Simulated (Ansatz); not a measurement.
**ZnMo3: a listed cell, distorted in several ways**

Aim: see how energy, forces, stress and gap of ZnMo3 answer to swapped elements, other functionals. Nothing is relaxed unless a step says so.

Computed with Ansatz 0.2.0 (DFT PBE, scalar-relativistic, plane waves, PAW, unless a step's input says otherwise).

## Step 1: The starting structure

It takes space group Pm-3m (No. 221, cubic). The conventional cell has a = 3.943 Å, b = 3.943 Å, c = 3.943 Å, α = 90.00°, β = 90.00°, γ = 90.00°. Zn (site symmetry m-3m) is surrounded by 12 Mo at 2.79 Å. Mo (site symmetry 4/mmm) is surrounded by 4 Zn at 2.79 Å and 8 Mo at 2.79 Å.

Coordinates:

```
CELL_PARAMETERS angstrom
3.94315 0.00000 0.00000
0.00000 3.94315 0.00000
0.00000 0.00000 3.94315
ATOMIC_POSITIONS crystal
Zn 0.00000 0.00000 0.00000
Mo 0.00000 0.50000 0.50000
Mo 0.50000 0.00000 0.50000
Mo 0.50000 0.50000 0.00000
```

The structure comes from the Materials Project (structure only).

## Step 2: One element swapped, cell strained: Zn → Cd, first probe

Against the listed cell: Cd takes all sites of Zn, and lengths are scaled by 1.023 as a first guess of the size; strain xx, yy, zz, yz, xz, xy = +5.0, +5.0, +5.0, +0.0, +0.0, +0.0 %.

Input file input.yaml:

```yaml
crystal:
  lattice:
    - [4.2328860177, 0.0, 0.0]
    - [0.0, 4.2328860177, 0.0]
    - [0.0, 0.0, 4.2328860177]
  atoms:
    - { symbol: Cd, position: [0.0, 0.0, 0.0] }
    - { symbol: Mo, position: [0.0, 0.5, 0.5] }
    - { symbol: Mo, position: [0.5, 0.0, 0.5] }
    - { symbol: Mo, position: [0.5, 0.5, 0.0] }
basis:
  ecutwfc: 420
kpoints:
  mp_grid: { grid: [4, 4, 4] }
hamiltonian:
  xc: pbe
scf:
  occupations: { method: gaussian, width: 0.1 }
output:
  forces: true
  stress: true
  eigenvalues: true
```

Launch:

```console
ansatz run input.yaml --threads 1 --pin off --max-ram 1331MiB --backend cpu --events-out ev --progress --plain --runs-dir out
```

## Step 3: Substitution of an element, cell strained: Zn → Cd

input.yaml: that of step 2 with these lines changed.

```diff
@@ -13,3 +13,3 @@
 kpoints:
-  mp_grid: { grid: [4, 4, 4] }
+  mp_grid: { grid: [10, 10, 10] }
 hamiltonian:
```

## Step 4: Another functional, on a distorted cell: LDA

Input file input.yaml:

```yaml
crystal:
  lattice:
    - [3.9613713715, 0.0, 0.0]
    - [0.0, 3.9613713715, 0.0]
    - [0.0, 0.0, 3.9613713715]
  atoms:
    - { symbol: Zn, position: [0.0, 0.0, 0.0] }
    - { symbol: Mo, position: [0.0, 0.5, 0.5] }
    - { symbol: Mo, position: [0.5, 0.0, 0.5] }
    - { symbol: Mo, position: [0.5, 0.5, 0.0] }
basis:
  ecutwfc: 420
kpoints:
  mp_grid: { grid: [10, 10, 10] }
hamiltonian:
  xc: lda
scf:
  occupations: { method: gaussian, width: 0.1 }
output:
  forces: true
  stress: true
  eigenvalues: true
```

**Question.** What will these runs give? Wanted: for each run, case; energy; pressure; largest force.

The runs gave:

```
step                                                case  energy (meV/atom)  pressure (GPa)  largest force (eV/Å)  gap on the mesh (eV)
   3  substitution of an element, cell strained: Zn → Cd                n/a           -20.7                  0.00                  0.00
   4        another functional, on a distorted cell: LDA                n/a           -16.2                  0.00                  0.00
```

Other atoms or functionals have another zero of energy (n/a). A gap of 0.00 means none on the mesh at this level.
